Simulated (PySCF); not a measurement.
# CHCl3Mo (Mo(CH)Cl3): the cost of one run

Programs: PySCF 2.14.0, with routines of our own; each step states its level. All values are computed. Atoms count from 0.

## Step 1: The starting structure

6 atoms, charge 0, multiplicity 1; geometry from: GFN2-xTB.

## Step 2: Geometry optimisation at PBE0-D3(BJ)/def2-SVP

Job settings and geometry (Å):

```
{"job": {"xc": "PBE0", "basis": "def2-SVP", "d3": "d3bj", "grid": 1, "maxiter": 30, "shake": 0.03, "kind": "geom"}, "charge": 0, "multiplicity": 1}
Mo     0.056070    -0.080500    -0.442630
C      0.001440    -0.001210     1.360340
H     -0.027410     0.012080     2.413200
Cl     2.175170     0.002710    -1.155590
Cl    -1.073280     1.779520    -1.148290
Cl    -1.068860    -1.808620    -1.096310
```

Run with:

```
OMP_NUM_THREADS=1 python heavy_run.py task.json out
```

One launch serves the whole session: the jobs run in the order shown.

**Question.** How long does this first job take on 1 thread of Arm Neoverse V2, shared host, and how much memory does it need?

About 70 s, with a peak of 0.4 GiB.
